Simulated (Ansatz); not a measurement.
# C₃H₉ClFNSn: taking an electron away

How much energy removes an electron from C₃H₉ClFNSn at fixed geometry? The cation is run at each level and the neutral's energy taken from earlier runs.

Program: Ansatz 0.2.0, Gaussian basis. Level of theory: unrestricted cation, the program's frozen cores in correlated methods. These are calculated values, not measurements.

Levels to be run: UKS PBE-D4/def2-TZVPP; UKS r2SCAN-D4/def2-TZVPP; UKS PBE0-D4/def2-TZVPP; UKS B3LYP-D4/def2-TZVPP; UKS wB97X-V/def2-TZVPP; UKS wB97M-V/def2-TZVPP; UKS B2PLYP/def2-TZVPP; UHF-CCSD(T)/def2-TZVPP; UHF-MP2/def2-QZVPP; extrapolation to the limit; then −ε(HOMO) from the neutral's earlier runs with LDA (SPW92), PBE-D4, revPBE-D4, BLYP-D4, r2SCAN-D4, B97M-V, PBE0-D4, B3LYP-D4, r2SCANh-D4, r2SCAN0-D4, HSE06-D4, BHLYP-D4, CAM-B3LYP-D4, LC-ωPBE, ωB97X-V, ωB97M-V.

## (1) The geometry

An earlier PBE0-D4 in a triple-zeta def2 set relaxation fixed the geometry. Sn takes the def2 core potential; no spin-orbit term is included.

SMILES `CC[N](C)[SnH]([F])[Cl]`, 16 atoms, charge 0, spin multiplicity 1.

Atoms are counted from 1 here; the program's logs count them from 0.

Bond lengths: C1–C2 1.513 Å, C1–H8 1.097 Å, C1–H9 1.093 Å, C1–H10 1.091 Å, C2–N3 1.449 Å, C2–H11 1.099 Å, C2–H12 1.102 Å, N3–C4 1.450 Å, N3–Sn5 2.000 Å, C4–H13 1.091 Å, C4–H14 1.100 Å, C4–H15 1.097 Å, Sn5–F6 1.915 Å, Sn5–Cl7 2.331 Å, Sn5–H16 1.691 Å. Angles: C2–C1–H8 111.8°, C2–C1–H9 111.2°, C2–C1–H10 110.6°, H8–C1–H9 108.8°, H8–C1–H10 106.3°, H9–C1–H10 108.1°, C1–C2–N3 112.8°, C1–C2–H11 109.3°, C1–C2–H12 109.5°, N3–C2–H11 107.5°, N3–C2–H12 111.3°, H11–C2–H12 106.2°, C2–N3–C4 112.9°, C2–N3–Sn5 118.6°, C4–N3–Sn5 116.7°, N3–C4–H13 110.7°, N3–C4–H14 112.9°, N3–C4–H15 109.3° and more.

## (2) Cation, UKS PBE-D4/def2-TZVPP

Input file in.yaml:

```yaml
crystal:
  periodic: [false, false, false]
  atoms:
    - {symbol: C, position_ang: [0.032316, -1.869302, -0.711196]}
    - {symbol: C, position_ang: [0.492246, -0.454224, -0.983677]}
    - {symbol: N, position_ang: [0.456760, 0.384113, 0.197468]}
    - {symbol: C, position_ang: [0.890586, 1.743150, -0.063235]}
    - {symbol: Sn, position_ang: [-1.050719, 0.154190, 1.490874]}
    - {symbol: F, position_ang: [-0.824686, 1.663196, 2.648001]}
    - {symbol: Cl, position_ang: [-3.131011, 0.478897, 0.491365]}
    - {symbol: H, position_ang: [-1.033060, -1.907582, -0.450558]}
    - {symbol: H, position_ang: [0.608835, -2.323111, 0.098859]}
    - {symbol: H, position_ang: [0.151611, -2.489640, -1.600879]}
    - {symbol: H, position_ang: [1.529740, -0.473132, -1.345533]}
    - {symbol: H, position_ang: [-0.110162, -0.022941, -1.799864]}
    - {symbol: H, position_ang: [0.826293, 2.348406, 0.841914]}
    - {symbol: H, position_ang: [0.303518, 2.236642, -0.851712]}
    - {symbol: H, position_ang: [1.938534, 1.732895, -0.386117]}
    - {symbol: H, position_ang: [-1.103703, -1.224156, 2.468791]}
basis:
  gaussian: {orbitals: def2-TZVPP}
total_charge: 1
magnetization: {spin_polarized: true, initial_magnetization: 1}
hamiltonian: {xc: pbe, dispersion: d4}
```

After this run come: Cation, UKS r2SCAN-D4/def2-TZVPP; Cation, UKS PBE0-D4/def2-TZVPP; Cation, UKS B3LYP-D4/def2-TZVPP; Cation, UKS wB97X-V/def2-TZVPP; Cation, UKS wB97M-V/def2-TZVPP; Cation, UKS B2PLYP (frozen core)/def2-TZVPP; Cation, UHF-CCSD(T)/def2-TZVPP; Cation, UHF-MP2/def2-QZVPP.

**Question.** What will the summary of the whole plan be? Wanted: ionisation energy, CCSD(T)/CBS; nearest functional by difference; nearest −ε(HOMO); −ε(HOMO) of PBE; T1 of the cation.

The runs gave:

```
                        quantity               value
  ionisation energy, CCSD(T)/CBS             8.88 eV
nearest functional by difference  ωB97M-V (-0.20 eV)
                nearest −ε(HOMO)  ωB97M-V (+0.21 eV)
                 −ε(HOMO) of PBE             5.51 eV
                T1 of the cation               0.016
```

In words: Energy differences with functionals land within 0.44 eV of the reference. −ε(HOMO) of PBE misses by 3.4 eV, since self-interaction lifts the level. Among orbital estimates ωB97M-V comes nearest. Hartree-Fock falls 1.39 eV short, as the neutral has more correlation energy than the cation. The cation may have settled in a state other than its lowest; no search over hole states beyond the program's own was made. Correlated methods include outer-core shells of Sn, which these sets cover unevenly. With outer-core shells in play the reference is unsure by up to some tenths of an eV, so close misses can't be ranked.
